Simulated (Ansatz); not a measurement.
Geometry optimisation, DFT PBE, scalar-relativistic, plane waves, PAW in Ansatz.

Input:

```yaml
crystal:
  lattice:
    - [10.86, 0.0, 0.0]
    - [0.0, 10.86, 0.0]
    - [0.0, 0.0, 10.86]
  atoms:
    - { symbol: Si, position: [0.4972137, -0.0003261, 0.005092] }
    - { symbol: Si, position: [0.6278898, 0.1206378, 0.1257213] }
    - { symbol: Si, position: [0.7499547, 0.2523074, -0.0041] }
    - { symbol: Si, position: [0.8758825, 0.3805427, 0.1234848] }
    - { symbol: Si, position: [0.7518574, -0.0056003, 0.2465204] }
    - { symbol: Si, position: [0.8759508, 0.129661, 0.3767766] }
    - { symbol: Si, position: [0.0042302, 0.0014502, 0.0017795] }
    - { symbol: Si, position: [0.1269682, 0.125771, 0.1247588] }
    - { symbol: Si, position: [0.2517679, 0.2448589, -0.0006367] }
    - { symbol: Si, position: [0.377939, 0.377681, 0.1284046] }
    - { symbol: Si, position: [0.4984107, 0.4948557, -0.0003734] }
    - { symbol: Si, position: [0.6252928, 0.6225747, 0.1261173] }
    - { symbol: Si, position: [0.7505421, 0.7505136, 0.0011803] }
    - { symbol: Si, position: [0.870168, 0.8720017, 0.1188785] }
    - { symbol: Si, position: [0.2520347, 0.0086167, 0.2498134] }
    - { symbol: Si, position: [0.3727164, 0.1292622, 0.3774204] }
    - { symbol: Si, position: [0.499463, 0.2515121, 0.2479883] }
    - { symbol: Si, position: [0.6233625, 0.3765458, 0.3714358] }
    - { symbol: Si, position: [0.7545477, 0.500874, 0.251349] }
    - { symbol: Si, position: [0.8769016, 0.6235851, 0.3769199] }
    - { symbol: Si, position: [0.5015533, 0.0031304, 0.5006398] }
    - { symbol: Si, position: [0.6302456, 0.1210652, 0.624961] }
    - { symbol: Si, position: [0.7516782, 0.2538363, 0.4983802] }
    - { symbol: Si, position: [0.8761666, 0.3695432, 0.6218787] }
    - { symbol: Si, position: [0.7452065, 0.0016067, 0.7524127] }
    - { symbol: Si, position: [0.8734877, 0.1248742, 0.8770968] }
    - { symbol: Si, position: [-0.0036841, 0.5027881, -0.0008257] }
    - { symbol: Si, position: [0.1250865, 0.6216971, 0.1263086] }
    - { symbol: Si, position: [0.2453802, 0.7513523, -0.0007283] }
    - { symbol: Si, position: [0.3738028, 0.8744872, 0.1229328] }
    - { symbol: Si, position: [-0.0007325, 0.2466481, 0.2464859] }
    - { symbol: Si, position: [0.12968, 0.374323, 0.3713212] }
    - { symbol: Si, position: [0.2499095, 0.5011781, 0.2462923] }
    - { symbol: Si, position: [0.3754833, 0.6305654, 0.3723811] }
    - { symbol: Si, position: [0.4999503, 0.7502097, 0.2484753] }
    - { symbol: Si, position: [0.6310895, 0.8723546, 0.3745368] }
    - { symbol: Si, position: [0.004345, -0.0064723, 0.4987764] }
    - { symbol: Si, position: [0.1256607, 0.1257957, 0.6224485] }
    - { symbol: Si, position: [0.2484736, 0.2492278, 0.4999081] }
    - { symbol: Si, position: [0.3745111, 0.3691114, 0.6246514] }
    - { symbol: Si, position: [0.5015137, 0.5029511, 0.5007478] }
    - { symbol: Si, position: [0.6261173, 0.6260594, 0.627408] }
    - { symbol: Si, position: [0.749756, 0.7458616, 0.499267] }
    - { symbol: Si, position: [0.8747146, 0.8737521, 0.6264995] }
    - { symbol: Si, position: [0.2475364, -0.0023029, 0.7561835] }
    - { symbol: Si, position: [0.3749434, 0.1204569, 0.8753903] }
    - { symbol: Si, position: [0.4993379, 0.2496519, 0.7483984] }
    - { symbol: Si, position: [0.6239167, 0.3742217, 0.8745108] }
    - { symbol: Si, position: [0.7477177, 0.5001873, 0.7503331] }
    - { symbol: Si, position: [0.8740049, 0.6237347, 0.8745136] }
    - { symbol: Si, position: [-0.0013999, 0.7571494, 0.2492157] }
    - { symbol: Si, position: [-0.0001373, 0.5001722, 0.501686] }
    - { symbol: Si, position: [0.11958, 0.6231458, 0.6223492] }
    - { symbol: Si, position: [0.2489679, 0.7512735, 0.4982799] }
    - { symbol: Si, position: [0.3739646, 0.8790062, 0.6242421] }
    - { symbol: Si, position: [-0.0038215, 0.2475042, 0.7501227] }
    - { symbol: Si, position: [0.1238167, 0.3741266, 0.8762123] }
    - { symbol: Si, position: [0.251038, 0.4996149, 0.7527614] }
    - { symbol: Si, position: [0.3729773, 0.624171, 0.8745985] }
    - { symbol: Si, position: [0.5012537, 0.7549801, 0.748707] }
    - { symbol: Si, position: [0.6241016, 0.8751111, 0.8755288] }
    - { symbol: Si, position: [0.00059, 0.7519044, 0.7520961] }
    - { symbol: Si, position: [0.1319126, 0.8734642, 0.8740704] }
total_charge: 2
basis:
  ecutwfc: 420.0
kpoints:
  mp_grid: { grid: [1, 1, 1] }
hamiltonian:
  xc: pbe
  pseudopotentials: { kind: paw, azcp: { folder: soft_1 } }
scf:
  occupations: { method: fermi_dirac, width: 0.02 }
  lower_state_search: "off"
relax:
  f_tol: 0.03
  max_steps: 60
  adjacent_minimum: "off"
output:
  write_density: true
  write_potential: true
  elf: true
  volumetric_format: npy
```

Launched with:

```bash
$ ansatz run input.yaml --threads 4 --pin off --max-ram 10240MiB --backend cpu --events-out ev --progress --plain --runs-dir out
```

Task: Where does it end, and by what steps?

Result: The forces met the threshold. Limits of this set-up: coarse k mesh, charged cell in a uniform background, uncorrected. After 3 steps the energy has fallen by 1.114 eV; Si14 moved furthest, 0.12 Å.

```json
{"step": "0", "energy less start (eV)": "0.0000", "largest force component (eV/Å)": "1.480", "accepted": "yes"}
{"step": "1", "energy less start (eV)": "-1.0312", "largest force component (eV/Å)": "0.413", "accepted": "yes"}
{"step": "2", "energy less start (eV)": "-1.1127", "largest force component (eV/Å)": "0.033", "accepted": "yes"}
{"step": "3", "energy less start (eV)": "-1.1138", "largest force component (eV/Å)": "0.007", "accepted": "yes"}
```

```xyz
63
Lattice="10.8600 0.0000 0.0000 0.0000 10.8600 0.0000 0.0000 0.0000 10.8600" Properties=species:S:1:pos:R:3
Si 5.423 0.016 0.005
Si 6.789 1.357 1.355
Si 8.144 2.716 -0.003
Si 9.504 4.072 1.355
Si 8.140 -0.002 2.714
Si 9.521 1.340 4.048
Si 0.002 -0.002 -0.011
Si 1.337 1.341 1.370
Si 2.732 2.707 0.005
Si 4.074 4.072 1.355
Si 5.433 5.428 -0.004
Si 6.788 6.787 1.356
Si 8.154 8.128 0.006
Si 9.521 9.523 1.371
Si 2.719 0.002 2.709
Si 4.058 1.340 4.092
Si 5.423 2.707 2.697
Si 6.789 4.072 4.070
Si 8.155 5.438 2.697
Si 9.521 6.804 4.092
Si 5.439 -0.003 5.425
Si 6.788 1.356 6.784
Si 8.155 2.706 5.443
Si 9.504 4.072 6.784
Si 8.154 0.016 8.135
Si 9.503 1.358 9.501
Si -0.015 5.438 0.006
Si 1.380 6.803 1.372
Si 2.714 8.146 -0.010
Si 4.058 9.480 1.370
Si 0.003 2.722 2.714
Si 1.359 4.072 4.070
Si 2.715 5.422 2.714
Si 4.057 6.804 4.048
Si 5.438 8.146 2.714
Si 6.790 9.502 4.070
Si 0.002 -0.002 5.426
Si 1.380 1.339 6.768
Si 2.714 2.721 5.426
Si 4.073 4.070 6.785
Si 5.423 5.437 5.444
Si 6.789 6.786 6.785
Si 8.139 8.146 5.427
Si 9.520 9.480 6.768
Si 2.715 -0.003 8.150
Si 4.074 1.357 9.500
Si 5.433 2.715 8.144
Si 6.788 4.072 9.500
Si 8.145 5.428 8.144
Si 9.504 6.787 9.500
Si 0.002 8.145 2.713
Si 0.003 5.422 5.425
Si 1.337 6.802 6.769
Si 2.718 8.142 5.430
Si 4.058 9.523 6.769
Si -0.015 2.706 8.134
Si 1.358 4.072 9.500
Si 2.733 5.436 8.135
Si 4.073 6.787 9.501
Si 5.423 8.127 8.135
Si 6.789 9.502 9.500
Si 0.002 8.146 8.150
Si 1.358 9.502 9.499
```

Whether the end is a true minimum wasn't checked by a vibrational analysis.

Time of the run: 26 s on 4 threads of Arm Neoverse V1, with other jobs on the host, peak memory 1.1 GiB.
